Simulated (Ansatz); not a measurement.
# C2H8GaN: basis-set convergence

The task here is to estimate one member of a computed series from the others.

Method: one geometry, several basis sets; program: Ansatz 0.2.0, Gaussian basis.

Plan: PBE0-D4/def2-SVP; ωB97M-V/def2-SVP; PBE0-D4/def2-QZVPP; ωB97M-V/def2-QZVPP; the functionals' def2-TZVPP values are taken from earlier runs.

## The relaxed structure

An earlier PBE0-D4 in a triple-zeta def2 set relaxation fixed the geometry.

SMILES `C[CH2][GaH][NH2]`, 12 atoms, charge 0, spin multiplicity 1.

Atoms are counted from 1 here; the program's logs count them from 0.

Bond lengths: C1–C2 1.524 Å, C1–H5 1.093 Å, C1–H6 1.093 Å, C1–H7 1.094 Å, C2–Ga3 1.971 Å, C2–H8 1.096 Å, C2–H9 1.096 Å, Ga3–N4 1.820 Å, Ga3–H10 1.567 Å, N4–H11 1.006 Å, N4–H12 1.006 Å. Angles: C2–C1–H5 111.6°, C2–C1–H6 111.6°, C2–C1–H7 112.0°, H5–C1–H6 107.1°, H5–C1–H7 107.1°, H6–C1–H7 107.1°, C1–C2–Ga3 114.5°, C1–C2–H8 110.7°, C1–C2–H9 110.6°, Ga3–C2–H8 107.7°, Ga3–C2–H9 107.7°, H8–C2–H9 105.1°, C2–Ga3–N4 116.9°, C2–Ga3–H10 127.4°, N4–Ga3–H10 115.8°, Ga3–N4–H11 124.2°, Ga3–N4–H12 124.1°, H11–N4–H12 111.7°.

The first run:

in.yaml

```yaml
crystal:
  periodic: [false, false, false]
  atoms:
    - {symbol: C, position_ang: [-1.372402, -0.749884, -0.088159]}
    - {symbol: C, position_ang: [-0.037634, -1.041417, 0.587919]}
    - {symbol: Ga, position_ang: [1.338680, 0.343168, 0.314186]}
    - {symbol: N, position_ang: [0.871891, 1.775773, -0.706955]}
    - {symbol: H, position_ang: [-1.262323, -0.650170, -1.171519]}
    - {symbol: H, position_ang: [-1.814108, 0.181596, 0.276442]}
    - {symbol: H, position_ang: [-2.103702, -1.544518, 0.089581]}
    - {symbol: H, position_ang: [-0.171198, -1.170500, 1.667656]}
    - {symbol: H, position_ang: [0.373775, -1.993879, 0.235704]}
    - {symbol: H, position_ang: [2.800541, 0.355044, 0.877134]}
    - {symbol: H, position_ang: [1.485950, 2.543705, -0.917508]}
    - {symbol: H, position_ang: [-0.032569, 1.896082, -1.130382]}
basis:
  gaussian: {orbitals: def2-SVP}
hamiltonian: {xc: pbe0, dispersion: d4}
output: {orbitals: {seedname: orbitals}}
```

Steps of the session up to this table: PBE0-D4 in def2-SVP; ωB97M-V in def2-SVP; PBE0-D4 in def2-QZVPP; ωB97M-V in def2-QZVPP.

One of the session's tables, all rows but one given; the rest of the session is left out.

It belongs to the step «Functionals by basis». 

```
functional       basis  HOMO (eV)  LUMO (eV)
   PBE0-D4    def2-SVP      -7.02      -0.11
   PBE0-D4  def2-TZVPP      -7.17      -0.27
   PBE0-D4  def2-QZVPP      -7.21      -0.38
   ωB97M-V    def2-SVP      -9.41       1.62
   ωB97M-V  def2-TZVPP          ?          ?
   ωB97M-V  def2-QZVPP      -9.61       1.03
```

Q: Estimate the row for ωB97M-V, def2-TZVPP from the others.

The run gave: HOMO (eV): -9.57; LUMO (eV): 1.38. In the column «HOMO (eV)» it lies between ωB97M-V, def2-QZVPP (-9.61) and ωB97M-V, def2-SVP (-9.41).
